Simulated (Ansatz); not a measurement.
I need a geometry optimisation of C₂H₇AlBF, SMILES B[CH]([AlH2])CF. Use the Ansatz DFT code, driven from Python. Level of theory: B3LYP, 6-31G* basis, multiplicity 1.

```xyz
12

B    -1.3673    0.7570   -0.3253
C    -0.3471   -0.1629    0.3445
Al    0.1061   -1.5997   -0.9724
C     0.9721    0.6266    0.7856
F     0.5620    1.5467    1.7320
H    -1.1303    1.4442   -1.2992
H    -2.4774    0.8910    0.1177
H    -0.7691   -0.6295    1.2225
H     0.5519   -1.1324   -2.3921
H     0.9546   -2.8546   -0.3758
H     1.6298   -0.0821    1.2532
H     1.3914    1.1408   -0.0568
```

Script `c2h7albf.py`:
```python
"""Geometry optimisation of C2H7AlBF."""

import itertools

import ansatz
from ase import Atoms
from ase.data import atomic_numbers, covalent_radii
import numpy as np


def main() -> None:
    atoms = Atoms(["B", "C", "Al", "C", "F", "H", "H", "H", "H", "H", "H", "H"], positions=[
        (-1.3673, 0.757, -0.3253),
        (-0.3471, -0.1629, 0.3445),
        (0.1061, -1.5997, -0.9724),
        (0.9721, 0.6266, 0.7856),
        (0.562, 1.5467, 1.732),
        (-1.1303, 1.4442, -1.2992),
        (-2.4774, 0.891, 0.1177),
        (-0.7691, -0.6295, 1.2225),
        (0.5519, -1.1324, -2.3921),
        (0.9546, -2.8546, -0.3758),
        (1.6298, -0.0821, 1.2532),
        (1.3914, 1.1408, -0.0568),
    ])
    geometry = ansatz.Crystal.molecule_from_ase(atoms)

    setup = (
        geometry.calculation()
        .basis(gaussian="6-31G*")
        .functional("b3lyp")
    )
    symbols = [site.symbol for site in geometry.cartesian_sites]
    start = np.array([site.position_ang for site in geometry.cartesian_sites], dtype=float)
    data = setup.relax(force_tolerance=0.005).run(threads=1, pin="off").report
    end = np.array(data["positions_ang"])

    print(f"E = {data['free_energy_ev']:.6f} eV = {data['free_energy_ev'] / 27.211386246:.7f} Ha")
    print("converged:", data["converged"], " doubts:", data["published_state_doubts"] or "none")

    # pairs closer than 1.2 times the sum of covalent radii, before or after
    radius = [covalent_radii[atomic_numbers[s]] for s in symbols]
    span = lambda where, i, j: np.linalg.norm(where[i] - where[j])
    bonded = [(i, j) for i, j in itertools.combinations(range(len(symbols)), 2) if min(span(start, i, j), span(end, i, j)) < 1.2 * (radius[i] + radius[j])]
    print("pair        before    after (A)")
    for i, j in bonded:
        print(f"{symbols[i]}{i}-{symbols[j]}{j}".ljust(10), f"{span(start, i, j):8.4f} {span(end, i, j):8.4f}")
    for first, second in list(itertools.combinations(bonded, 2)):
        shared = set(first) & set(second)
        if shared and symbols[(j := shared.pop())] != "H":
            i, k = sorted((set(first) | set(second)) - {j})
            u, v = end[i] - end[j], end[k] - end[j]
            angle = np.degrees(np.arccos(np.clip(u @ v / np.linalg.norm(u) / np.linalg.norm(v), -1, 1)))
            print(f"final angle {symbols[i]}{i}-{symbols[j]}{j}-{symbols[k]}{k}: {angle:.2f} deg")
    with open("c2h7albf_opt.xyz", "w") as handle:
        handle.write(f"{len(symbols)}\nrelaxed C2H7AlBF\n")
        handle.writelines(f"{s:2s} {x:11.6f} {y:11.6f} {z:11.6f}\n" for s, (x, y, z) in zip(symbols, end))


if __name__ == "__main__":
    main()
```

`python c2h7albf.py` gives:
```text
E = -12177.467165 eV = -447.5136641 Ha
converged: True  doubts: none
pair        before    after (A)
B0-C1        1.5283   1.5293
B0-H5        1.2153   1.1992
B0-H6        1.2027   1.1984
C1-Al2       2.0010   2.0007
C1-C3        1.5994   1.5187
C1-H7        1.0801   1.1065
Al2-H8       1.5597   1.5880
Al2-H9       1.6281   1.5837
C3-F4        1.3822   1.3999
C3-H10       1.0740   1.0977
C3-H11       1.0723   1.0967
final angle C1-B0-H5: 120.14 deg
final angle C1-B0-H6: 121.04 deg
final angle B0-C1-Al2: 103.67 deg
final angle B0-C1-C3: 117.43 deg
final angle B0-C1-H7: 111.67 deg
final angle H5-B0-H6: 118.60 deg
final angle Al2-C1-C3: 113.32 deg
final angle Al2-C1-H7: 96.57 deg
final angle C1-Al2-H8: 118.66 deg
final angle C1-Al2-H9: 119.28 deg
final angle C3-C1-H7: 111.96 deg
final angle C1-C3-F4: 109.70 deg
final angle C1-C3-H10: 113.31 deg
final angle C1-C3-H11: 110.86 deg
final angle H8-Al2-H9: 121.91 deg
final angle F4-C3-H10: 106.74 deg
final angle F4-C3-H11: 107.53 deg
final angle H10-C3-H11: 108.45 deg
```

File `c2h7albf_opt.xyz` afterwards:
```text
12
relaxed C2H7AlBF
B    -1.444272    0.570462   -0.142855
C    -0.165673   -0.074964    0.393131
Al    0.227043   -1.519502   -0.934184
C     1.019983    0.836233    0.658257
F     0.694773    1.753118    1.664817
H    -1.388225    1.601117   -0.753386
H    -2.502654    0.016285   -0.048747
H    -0.373599   -0.743481    1.249990
H     1.618267   -1.492819   -1.699449
H    -0.803398   -2.708897   -1.111926
H     1.914300    0.297804    0.997817
H     1.280154    1.409745   -0.239566
```

What to keep in mind:
- Total energies depend on the basis set; only differences at equal settings carry meaning.
- The end point is the stationary point reached from this start; no frequency run checks that it is a minimum, and the basis set is modest.
- b3lyp holds the VWN-RPA fit, as in Gaussian; the form of ORCA and Turbomole is b3lyp5.
- Finished in 2.5 min on 1 thread of Arm Neoverse V1, on a shared host, peak memory 0.27 GiB.
